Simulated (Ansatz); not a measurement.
# Ge3H9N: the cost of one run

Program: Ansatz 0.2.0, Gaussian basis. Level of theory: PBE0-D4/def2-TZVP structures, single points in def2-TZVPP, no counterpoise correction. These are calculated values, not measurements.

Levels: SPW92, PBE-D4, BLYP-D4, r2SCAN-D4, B97M-V, PBE0-D4, B3LYP-D4, r2SCAN0-D4, BHLYP-D4, CAM-B3LYP-D4, wB97X-V, wB97M-V, B2PLYP, PBE-QIDH, RPA on PBE, Hartree-Fock, MP2, CCSD, CCSD(T).

Correlated methods freeze the cores. Filled d shells of the heavier atoms are correlated. B3LYP uses VWN-RPA correlation. B2PLYP carries no dispersion term here.

57 further runs of the same task are left out: 1 that didn't finish, 56 set aside as unsound or not needed.

**1. Starting geometry**

The complex: 20 atoms, charge 0, spin multiplicity 1.

Atoms are counted from 1 here; the program's logs count them from 0.

Bond lengths: Ge1–Ge3 2.429 Å, Ge1–Ge4 2.433 Å, Ge1–H5 1.546 Å, Ge1–N7 1.899 Å, Ge2–H11 1.582 Å, Ge2–H12 1.584 Å, Ge3–H13 1.541 Å, Ge3–H14 1.533 Å, Ge3–H15 1.533 Å, Ge4–H16 1.538 Å, Ge4–H17 1.540 Å, Ge4–H18 1.536 Å, H6–F9 0.999 Å, N7–H19 1.014 Å, N7–H20 1.013 Å, H8–H10 0.791 Å. Angles: Ge3–Ge1–Ge4 114.2°, Ge3–Ge1–H5 109.4°, Ge3–Ge1–N7 109.2°, Ge4–Ge1–H5 109.8°, Ge4–Ge1–N7 110.1°, H5–Ge1–N7 103.7°, H11–Ge2–H12 93.9°, Ge1–Ge3–H13 106.6°, Ge1–Ge3–H14 110.8°, Ge1–Ge3–H15 111.1°, H13–Ge3–H14 109.1°, H13–Ge3–H15 108.5°, H14–Ge3–H15 110.6°, Ge1–Ge4–H16 109.6°, Ge1–Ge4–H17 110.1°, Ge1–Ge4–H18 110.8°, H16–Ge4–H17 108.7°, H16–Ge4–H18 109.1° and more.

Coordinates:

```
Ge   -0.57156    0.14178   -1.52002
Ge   -0.05008    0.00251    2.37794
Ge    1.26524   -1.43775   -1.34549
Ge   -2.63223   -0.60650   -0.46513
H    -0.83320    0.46116   -3.01027
H     1.38553    1.63232   -0.29153
N    -0.03179    1.80963   -0.78973
H     1.82637    0.47161    1.86791
F     2.27343    1.38104    0.09106
H     1.92659    0.12971    2.57383
H     0.37816   -1.46707    2.77880
H     0.15104    0.57621    3.84082
H     0.79686   -2.73476   -2.03418
H     2.50909   -0.90651   -2.06738
H     1.58527   -1.75334    0.12022
H    -3.26188    0.55797    0.31846
H    -3.63324   -1.07792   -1.53672
H    -2.35898   -1.77185    0.49746
H    -0.56614    2.02530    0.04495
H    -0.15838    2.56644   -1.45099
```

Its parts: Ge3NH9 holds atoms 1, 3, 4, 5, 7, 13, 14, 15, 16, 17, 18, 19, 20; GeH2 holds atoms 2, 11, 12; HF holds atoms 6, 9; H2 holds atoms 8, 10. Each part counts its atoms afresh in its own runs.

**2. Relaxing Ge3NH9 alone**

The input, relax-a/in.yaml:

```yaml
crystal:
  periodic: [false, false, false]
  atoms:
    - {symbol: Ge, position_ang: [-0.571559, 0.141784, -1.520021]}
    - {symbol: Ge, position_ang: [1.265236, -1.437753, -1.345491]}
    - {symbol: Ge, position_ang: [-2.632232, -0.606502, -0.465125]}
    - {symbol: H, position_ang: [-0.833202, 0.461156, -3.010270]}
    - {symbol: N, position_ang: [-0.031795, 1.809634, -0.789733]}
    - {symbol: H, position_ang: [0.796864, -2.734758, -2.034185]}
    - {symbol: H, position_ang: [2.509091, -0.906513, -2.067378]}
    - {symbol: H, position_ang: [1.585273, -1.753335, 0.120221]}
    - {symbol: H, position_ang: [-3.261880, 0.557972, 0.318456]}
    - {symbol: H, position_ang: [-3.633237, -1.077919, -1.536721]}
    - {symbol: H, position_ang: [-2.358984, -1.771846, 0.497458]}
    - {symbol: H, position_ang: [-0.566141, 2.025298, 0.044952]}
    - {symbol: H, position_ang: [-0.158381, 2.566444, -1.450993]}
basis:
  gaussian: {orbitals: def2-TZVP}
hamiltonian: {xc: pbe0, dispersion: d4}
relax: {f_tol: 0.005, max_steps: 200}
```

Started as:

```bash
> ansatz run in.yaml --threads 11 --pin off --events-out ev --progress --plain --max-ram 120832MiB --backend cuda --devices 0, --max-vram 75GiB
```

**Question.** How long does this run take on 1 × NVIDIA H100 with 11 threads of AMD EPYC 7R13, shared host?

About 16 s.
